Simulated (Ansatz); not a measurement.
Crystal: AlCo4.

```
CELL_PARAMETERS angstrom
1.28934 0.74440 9.97436
-1.28934 0.74440 9.97436
0.00000 -1.48880 9.97436
ATOMIC_POSITIONS crystal
Co 0.40114 0.40114 0.40114
Co 0.79968 0.79968 0.79968
Co 0.20032 0.20032 0.20032
Co 0.59886 0.59886 0.59886
Al 0.00000 0.00000 0.00000
```

The cell comes from a database or a generator and needn't be the stable form of this composition.

```yaml
Program: Ansatz 0.2.0
Task: relaxation of cell and atoms
Functional: PBEsol
Dispersion: D3(BJ)-ATM
Potentials_or_basis: Ansatz PAW
Cutoff: "420 eV (not typed: the program's choice for these potentials)"
k_mesh: 12 × 12 × 12
Occupations: fermi-dirac, width 0.05 eV
Spin: collinear spin, ferromagnetic start
Starting_moments: "[2.0, 2.0, 2.0, 2.0, 0.0] μB"
```

At the start: volume 11.49 Å³/atom.

Task: How do energy, volume and symmetry change on relaxing?

Result: It ends after 8 steps and the volume is 10.74 Å³/atom (-6.5 %); space group R-3m (No. 166, to 0.05 Å); moment 5.45 μB per cell.

Step by step:
```tsv
step	energy change (eV)	largest force (eV/Å)	volume (Å³)
1	0.0000	0.1950	57.44
2	-0.1223	0.0419	55.28
3	-0.1504	0.0462	53.60
4	-0.1507	0.0115	53.75
5	-0.1508	0.0023	53.74
6	-0.1480	0.0022	53.74
7	-0.1480	0.0001	53.72
8	-0.1480	0.0001	53.72
```

Final structure:
```cif
data_structure
_symmetry_space_group_name_H-M 'P 1'
_symmetry_Int_Tables_number 1
_cell_length_a 9.8784
_cell_length_b 9.8784
_cell_length_c 9.8784
_cell_angle_alpha 14.654
_cell_angle_beta 14.654
_cell_angle_gamma 14.654
_cell_volume 53.72
loop_
_atom_site_label
_atom_site_type_symbol
_atom_site_fract_x
_atom_site_fract_y
_atom_site_fract_z
_atom_site_occupancy
Co1 Co 0.40118 0.40118 0.40118 1
Co2 Co 0.79988 0.79988 0.79988 1
Co3 Co 0.20012 0.20012 0.20012 1
Co4 Co 0.59882 0.59882 0.59882 1
Al1 Al 0.00000 0.00000 0.00000 1
```

Caveat: the plane-wave basis is chosen anew once the cell has moved, so the energies of steps on either side of that aren't comparable; pairwise dispersion overbinds metals, which lowers pressure and volume; the PAW data sets come from PBE, with cores solved anew for the run's functional, which leaves a small shift of forces and pressure.
